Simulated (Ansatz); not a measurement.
# C3H10OZr: geometry and vibrations

The task is to find a stationary geometry of C3H10OZr, check the end point by its vibrations and derive ideal-gas thermochemistry, and look at its orbitals and charge.

Computed with Ansatz 0.2.0, Gaussian basis. Level: RKS PBE0-D4/def2-TZVP.

Plan: relaxation at PBE0-D4/def2-TZVP; harmonic vibrations at the same level; a single point in def2-TZVPP for the fields.

## (1) Starting geometry

SMILES `[CH3][Zr]([CH3])([CH3])[OH]`, 15 atoms, charge 0, spin multiplicity 1.

Atoms are counted from 1 here; the program's logs count them from 0.

Bond lengths: C1–Zr2 2.241 Å, C1–H6 1.104 Å, C1–H7 1.105 Å, C1–H8 1.104 Å, Zr2–C3 2.239 Å, Zr2–C4 2.239 Å, Zr2–O5 1.897 Å, C3–H9 1.105 Å, C3–H10 1.104 Å, C3–H11 1.104 Å, C4–H12 1.105 Å, C4–H13 1.105 Å, C4–H14 1.104 Å, O5–H15 0.965 Å. Angles: Zr2–C1–H6 111.6°, Zr2–C1–H7 111.5°, Zr2–C1–H8 111.8°, H6–C1–H7 107.1°, H6–C1–H8 107.3°, H7–C1–H8 107.3°, C1–Zr2–C3 107.5°, C1–Zr2–C4 109.5°, C1–Zr2–O5 106.1°, C3–Zr2–C4 108.6°, C3–Zr2–O5 109.3°, C4–Zr2–O5 115.5°, Zr2–C3–H9 111.6°, Zr2–C3–H10 111.6°, Zr2–C3–H11 111.7°, H9–C3–H10 107.2°, H9–C3–H11 107.2°, H10–C3–H11 107.2° and more.

Coordinates:

```xyz
15

C    -1.8355    0.6156    0.7330
Zr    0.0874    0.2372   -0.3543
C     1.7331    0.2569    1.1638
C     0.0204   -1.7868   -1.3089
O     0.3153    1.6954   -1.5461
H    -1.9887   -0.1089    1.5512
H    -1.8532    1.6241    1.1847
H    -2.7083    0.5408    0.0609
H     1.6802    1.1520    1.8095
H     1.6879   -0.6262    1.8252
H     2.7294    0.2567    0.6871
H    -0.2160   -2.5750   -0.5710
H     0.9903   -2.0513   -1.7674
H    -0.7419   -1.8484   -2.1054
H     0.0997    2.6180   -1.3624
```

The start is a GFN2-xTB geometry. Zr takes the def2 core potential; no spin-orbit term is included.

## (2) Relaxation at PBE0-D4/def2-TZVP

Input file in.yaml:

```yaml
crystal:
  periodic: [false, false, false]
  atoms:
    - {symbol: C, position_ang: [-1.835530, 0.615590, 0.733050]}
    - {symbol: Zr, position_ang: [0.087410, 0.237230, -0.354270]}
    - {symbol: C, position_ang: [1.733140, 0.256910, 1.163790]}
    - {symbol: C, position_ang: [0.020430, -1.786750, -1.308930]}
    - {symbol: O, position_ang: [0.315280, 1.695390, -1.546150]}
    - {symbol: H, position_ang: [-1.988740, -0.108940, 1.551230]}
    - {symbol: H, position_ang: [-1.853160, 1.624080, 1.184740]}
    - {symbol: H, position_ang: [-2.708320, 0.540780, 0.060890]}
    - {symbol: H, position_ang: [1.680200, 1.151960, 1.809490]}
    - {symbol: H, position_ang: [1.687860, -0.626220, 1.825220]}
    - {symbol: H, position_ang: [2.729360, 0.256710, 0.687120]}
    - {symbol: H, position_ang: [-0.216000, -2.574980, -0.571040]}
    - {symbol: H, position_ang: [0.990300, -2.051260, -1.767380]}
    - {symbol: H, position_ang: [-0.741950, -1.848440, -2.105370]}
    - {symbol: H, position_ang: [0.099710, 2.617960, -1.362370]}
basis:
  gaussian: {orbitals: def2-TZVP}
hamiltonian: {xc: pbe0, dispersion: d4}
relax: {f_tol: 0.005, max_steps: 150}
```

Command:

```
> ansatz run in.yaml --threads 2 --pin off --events-out ev --progress --plain --max-ram 32768MiB --backend cuda --devices 0, --max-vram 18GiB
```

The runs that follow: Harmonic vibrations; Orbitals, density and potential.

**Question.** What will the summary of the whole plan be? Wanted: point group; shift from the start; total energy; dispersion term; dipole moment; lowest, highest wavenumber; zero-point energy; HOMO, LUMO.

As calculated:

```
                  quantity            value
               point group               C3
                     steps               27
shift from the start (rms)          0.398 Å
              total energy    -6599.1290 eV
           dispersion term         -244 meV
             dipole moment           1.30 D
lowest, highest wavenumber    19, 4010 cm⁻¹
         zero-point energy     297.4 kJ/mol
       entropy at 298.15 K  460.7 J/(mol K)
                HOMO, LUMO  -7.24, -0.54 eV
```

In words: The relaxed geometry lies 0.40 Å (rms) from the start; the bond that changed most is C1–Zr2, from 2.241 to 2.226 Å. All wavenumbers are real, so the end point is a minimum. The stiffest mode, 4010 cm⁻¹, is an O–H stretch, and 10 modes under 200 cm⁻¹ make the vibrational entropy uncertain. Harmonic hybrid wavenumbers usually lie a few per cent above measured fundamentals. The largest Mulliken charge, +1.55 e, sits on Zr2. The HOMO lies mostly on C4 34 %; Zr2 20 % and the LUMO on Zr2 65 %.
